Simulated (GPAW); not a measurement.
**One shape, several levels: SiH2OF2 (SMILES O[SiH](F)F)**

Aim: a comparison of 3 runs (PBE/real-space grid, PBE/dzp, PBEsol-D3(0)/dzp) of SiH2OF2. 

The calculation is run with GPAW 26.7.0.

5 further runs of the same task are left out: 2 for a known fault of the program, 2 that didn't finish, 1 set aside as unsound or not needed.

**1. The system as given**

SiH2OF2: 6 atoms, total charge 0, spin state singlet. SMILES: `O[SiH](F)F`. Geometry: relaxed at PBE0-D4/def2-TZVP. This is one conformer, not always the lowest.

Bond lengths: O1–Si2 1.614 Å, Si2–F3 1.584 Å, Si2–F4 1.584 Å, O1–H5 0.958 Å, Si2–H6 1.463 Å. Angles: O1–Si2–F3 111.2°, O1–Si2–F4 111.2°, F3–Si2–F4 105.5°, O1–Si2–H6 108.6°, F3–Si2–H6 110.2°, F4–Si2–H6 110.2°, Si2–O1–H5 120.9°.

**2. Energy and one-electron properties at PBE/real-space grid (scalar-relativistic datasets) (run 1)**

File F2H2OSi_sp.py:

```python
import numpy as np
from ase import Atoms
from ase.units import Debye
from gpaw import GPAW

# Atomic positions
atoms = Atoms(['O', 'Si', 'F', 'F', 'H', 'H'],
    positions=[[  0.027700,   1.137900,  -0.556400],
               [  0.121400,  -0.236200,   0.285200],
               [  0.731800,  -1.405100,  -0.592400],
               [ -1.315500,  -0.739700,   0.722100],
               [ -0.477400,   1.183000,  -1.369500],
               [  0.954100,  -0.003800,   1.464900]])
atoms.center(vacuum=4.5)

# DFT calculator
calc = GPAW(mode='fd', maxiter=150, h=0.18, xc='PBE', txt='-')
atoms.calc = calc

energy = atoms.get_potential_energy()
print(f'Energy                  {energy:.5f} eV')
forces = atoms.get_forces()
print('Forces (eV/Ang)')
for symbol, f in zip(atoms.symbols, forces):
    print(f'{symbol:2} {f[0]:9.4f} {f[1]:9.4f} {f[2]:9.4f}')
dipole = atoms.get_dipole_moment() / Debye
print(f'Dipole: {np.linalg.norm(dipole):.3f} D')
homo, lumo = calc.get_homo_lumo()
print(f'HOMO = {homo:.3f} eV')
print(f'LUMO = {lumo:.3f} eV')
print(f'Gap = {lumo - homo:.3f} eV')
```

Started as:

```sh
$ python3 -u F2H2OSi_sp.py | tee F2H2OSi_sp.out
```

Standard output:

```text
[...]
Number of symmetries: 1
[...]
  Number of IBZ points: 1
[...]
Spin-components: 1 (collinear spins)
Bands:           18
[...]
  Valence electrons: 26.0
[...]
  Grid points: [64 64 64]
  Charge: 0.0  # |e|
[...]
    cutoffs:
[...]
occupation numbers:
  # Zero width
[...]
xc functional:
  name: PBE with 2 nearest neighbor stencil
[...]
|iter     |     time |      energy | eigst |  dens |
[...]
|iter:   1| 00:00:06 |  -35.233935 | +1.07 |       |
[...]
|iter:  13| 00:00:38 |  -32.366926c| -7.66c| -5.72c|
Converged in 13 steps
[...]
Energy contributions relative to reference atoms: (reference = -15380.338446)
Energy contributions:
  Kinetic:          41.093329
  Coulomb:         -42.616338
  Zero:              0.891488
  External:          0.000000
  Xc:              -31.735404
  Entropy:           0.000000
  Spinorbit:         0.000000
  ----------------------------
  Free energy:     -32.366926
  Extrapolated:    -32.366926
dipole moment: (-0.030152, 0.191216, -0.145207)  # |e|*Ang
Fermi level: -4.751
[...]
Gap: 7.694 eV
Transition (v -> c):
[...]
Forces (eV/Ang)
O     0.2508    0.6971    0.0363
Si    0.4517    0.3681    0.5187
F     0.4735   -0.9577   -0.6811
F    -1.0091   -0.4321    0.2292
H    -0.2813    0.0505   -0.4661
H     0.1192    0.0521    0.1550
Dipole: 1.162 D
HOMO = -8.598 eV
LUMO = -0.904 eV
Gap = 7.694 eV
```

Wall time 39 s (1 thread of Intel Xeon Platinum 8259CL at 2.50GHz (Skylake/Cascade Lake), shared host); peak memory 0.74 GiB.

**3. The charge distribution at PBE/dzp (scalar-relativistic datasets) (run 2)**

File F2H2OSi.xyz:

```xyz
6

O      0.027700     1.137900    -0.556400
Si     0.121400    -0.236200     0.285200
F      0.731800    -1.405100    -0.592400
F     -1.315500    -0.739700     0.722100
H     -0.477400     1.183000    -1.369500
H      0.954100    -0.003800     1.464900
```

File F2H2OSi.py:

```python
import numpy as np
from ase.io import read
from ase.units import Debye
from gpaw import GPAW

# Atomic positions
system = read('F2H2OSi.xyz')
system.center(vacuum=4.5)

# Calculator
calculator = GPAW(mode='lcao', basis='dzp', h=0.18, xc='PBE', maxiter=150, txt='-')
system.calc = calculator

energy = system.get_potential_energy()
print(f'Energy = {energy:.5f} eV')
forces = system.get_forces()
print('Forces (eV/Ang)')
for symbol, f in zip(system.symbols, forces):
    print(f'{symbol:2} {f[0]:9.4f} {f[1]:9.4f} {f[2]:9.4f}')
dipole = system.get_dipole_moment() / Debye
print(f'Dipole: {np.linalg.norm(dipole):.3f} D')
homo, lumo = calculator.get_homo_lumo()
print(f'HOMO = {homo:.3f} eV')
print(f'LUMO: {lumo:.3f} eV')
print(f'Gap = {lumo - homo:.3f} eV')
```

Started as:

```sh
$ python3 -u F2H2OSi.py | tee F2H2OSi.out
```

Standard output:

```text
[...]
Number of symmetries: 1
[...]
  Number of IBZ points: 1
[...]
basis functions: 62
Spin-components: 1 (collinear spins)
Bands:           18
[...]
  Valence electrons: 26.0
[...]
  Grid points: [64 64 64]
  Charge: 0.0  # |e|
[...]
    cutoffs:
[...]
occupation numbers:
  # Zero width
[...]
xc functional:
  name: PBE with 2 nearest neighbor stencil
[...]
|iter     |     time |      energy | eigst |  dens |
[...]
|iter:   1| 00:00:08 |  -30.781550 |      c|       |
[...]
|iter:   9| 00:00:16 |  -29.082614c|      c| -4.33c|
Converged in 9 steps
[...]
Energy contributions relative to reference atoms: (reference = -15380.338446)
Energy contributions:
  Kinetic:          39.646575
  Coulomb:         -37.242750
  Zero:              0.593869
  External:          0.000000
  Xc:              -32.080308
  Entropy:           0.000000
  Spinorbit:         0.000000
  ----------------------------
  Free energy:     -29.082614
  Extrapolated:    -29.082614
dipole moment: (-0.032948, 0.204382, -0.156372)  # |e|*Ang
Fermi level: -3.805
[...]
Gap: 8.794 eV
Transition (v -> c):
[...]
Forces (eV/Ang)
O     0.6930    1.0631    0.5172
Si    0.6032    0.6741    0.6035
F     0.7847   -1.3663   -0.9537
F    -1.6144   -0.5816    0.4634
H    -0.6465    0.0013   -1.0006
H     0.2354    0.1404    0.2985
Dipole: 1.246 D
HOMO = -8.202 eV
LUMO: 0.592 eV
Gap = 8.794 eV
```

Wall time 17 s (1 thread of Intel Xeon Platinum 8259CL at 2.50GHz (Skylake/Cascade Lake), shared host); peak memory 0.63 GiB.

**4. The charge distribution at PBEsol-D3(0)/dzp (scalar-relativistic datasets) (run 3)**

File f2h2osi.py:

```python
import numpy as np
from ase import Atoms
from ase.calculators.mixing import SumCalculator
from ase.units import Bohr, Debye
from dftd3.ase import DFTD3
from gpaw import GPAW, setup_paths
from gpaw.analyse.hirshfeld import HirshfeldPartitioning
from gpaw.atom.configurations import parameters
from gpaw.atom.generator import Generator

# Set up the molecule
positions_bohr = np.array(
              [[  0.052345,   2.150319,  -1.051444],
               [  0.229413,  -0.446353,   0.538950],
               [  1.382902,  -2.655254,  -1.119474],
               [ -2.485935,  -1.397830,   1.364571],
               [ -0.902155,   2.235546,  -2.587980],
               [  1.802988,  -0.007181,   2.768260]])
atoms = Atoms(["O", "Si", "F", "F", "H", "H"], positions=positions_bohr * Bohr)
atoms.center(vacuum=4.5)

# No datasets are shipped for this functional: make them
for symbol in ["F", "H", "O", "Si"]:
    Generator(symbol, xcname="PBEsol", scalarrel=True, nofiles=True, txt=None).run(**parameters[symbol])
setup_paths.insert(0, ".")

# Ground state
calc = GPAW(mode="lcao",
            basis="dzp",
            h=0.2,
            xc="PBEsol",
            maxiter=100,
            legacy_gpaw=True,
            txt="-")
atoms.calc = SumCalculator([DFTD3(method="PBEsol", damping="d3zero"), calc])

energy = atoms.get_potential_energy()
print(f"Energy = {energy:.5f} eV")
forces = atoms.get_forces()
print("Forces (eV/Ang)")
for symbol, f in zip(atoms.symbols, forces):
    print(f'{symbol:2} {f[0]:9.4f} {f[1]:9.4f} {f[2]:9.4f}')
dipole = calc.get_dipole_moment(atoms) / Debye
print(f"Dipole: {np.linalg.norm(dipole):.3f} D")
hirshfeld = HirshfeldPartitioning(calc)
charges = hirshfeld.get_charges()
volumes = hirshfeld.get_effective_volume_ratios()
for symbol, q, v in zip(atoms.symbols, charges, volumes):
    print(f'{symbol:2} charge {q:7.3f}  volume ratio {v:6.3f}')
```

Started as:

```sh
$ python3 -u f2h2osi.py | tee f2h2osi.out
```

Standard output:

```text
[...]
    cutoffs:
[...]
  Total Charge: 0.000000
[...]
Number of atoms: 6
[...]
Number of bands in calculation: 18
Number of valence electrons: 26
[...]
iter:   1 hh:mm:ss   -31.086899        c
[...]
iter:   9 hh:mm:ss   -29.630657c       c -4.53c
Converged after 9 iterations.
Dipole moment: (-0.033841, 0.205394, -0.158374) |e|*Ang
Energy contributions relative to reference atoms: (reference = -15342.178762)
Kinetic:        +40.638890
Potential:      -38.552981
External:        +0.000000
XC:             -32.850021
Entropy (-ST):   +0.000000
Local:           +1.133454
SIC:             +0.000000
--------------------------
Free energy:    -29.630657
Extrapolated:   -29.630657
 Band  Eigenvalues  Occupancy
    0    -29.97932    2.00000
    1    -29.40533    2.00000
    2    -25.62084    2.00000
    3    -14.77773    2.00000
    4    -12.84465    2.00000
    5    -11.78998    2.00000
    6    -11.32210    2.00000
    7    -10.67541    2.00000
    8    -10.07617    2.00000
    9     -9.70035    2.00000
   10     -9.02875    2.00000
   11     -8.83307    2.00000
   12     -8.20474    2.00000
   13      0.65706    0.00000
[...]
Fermi level: -3.77384
Gap: 8.862 eV
Transition (v -> c):
[...]
Forces (eV/Ang)
O     0.7033    0.8131    0.7361
Si    0.4593    0.6285    0.3914
F     0.5786   -1.1031   -0.7959
F    -1.3766   -0.4962    0.4417
H    -0.6944   -0.0066   -1.0772
H     0.2793    0.1341    0.3579
Dipole: 1.256 D
O  charge  -0.237  volume ratio  0.968
Si charge   0.435  volume ratio  0.827
F  charge  -0.162  volume ratio  1.011
F  charge  -0.162  volume ratio  1.011
H  charge   0.176  volume ratio  0.620
H  charge  -0.051  volume ratio  0.717
```

It took 17 s on 1 thread of Intel Xeon Platinum 8259CL at 2.50GHz (Skylake/Cascade Lake), shared host; peak memory 0.5 GiB.

Atomic charges (e):

```
atom  Hirshfeld
  O1     -0.237
 Si2     +0.435
  F3     -0.162
  F4     -0.162
  H5     +0.176
  H6     -0.051
```

**5. The series**

```
run                                               level  mode  grid spacing  energy (Eh)  dipole moment (D)  HOMO energy (eV)  LUMO energy (eV)  wall time
  1  PBE/real-space grid (scalar-relativistic datasets)    fd          0.18  -566.406475               1.16             -8.60             -0.90       39 s
  2              PBE/dzp (scalar-relativistic datasets)  lcao          0.18  -566.285779               1.25             -8.20              0.59       17 s
  3     PBEsol-D3(0)/dzp (scalar-relativistic datasets)  lcao           0.2  -564.904591               1.26             -8.20              0.66       17 s
```

**6. Outcome**

| quantity | value |
| --- | --- |
| run 3: energy as printed (from the program's reference atoms) | -29.6582 eV |
| run 3: dipole moment | 1.26 D |
| run 3: HOMO energy | -8.20 eV |
| run 3: LUMO energy | 0.66 eV |
| run 3: HOMO–LUMO gap | 8.86 eV |
| run 3: dispersion energy | -2.66 kJ/mol |

**Reading.** The dipole moment (its size) runs from 1.16 D (PBE/real-space grid) to 1.26 D (PBEsol-D3(0)/dzp). The two ends differ in method and basis. The HOMO–LUMO gap runs from 7.69 eV (PBE/real-space grid) to 8.86 eV (PBEsol-D3(0)/dzp). Totals of different functionals can't be ranked against each other. All runs together took 73 s, the longest 39 s.
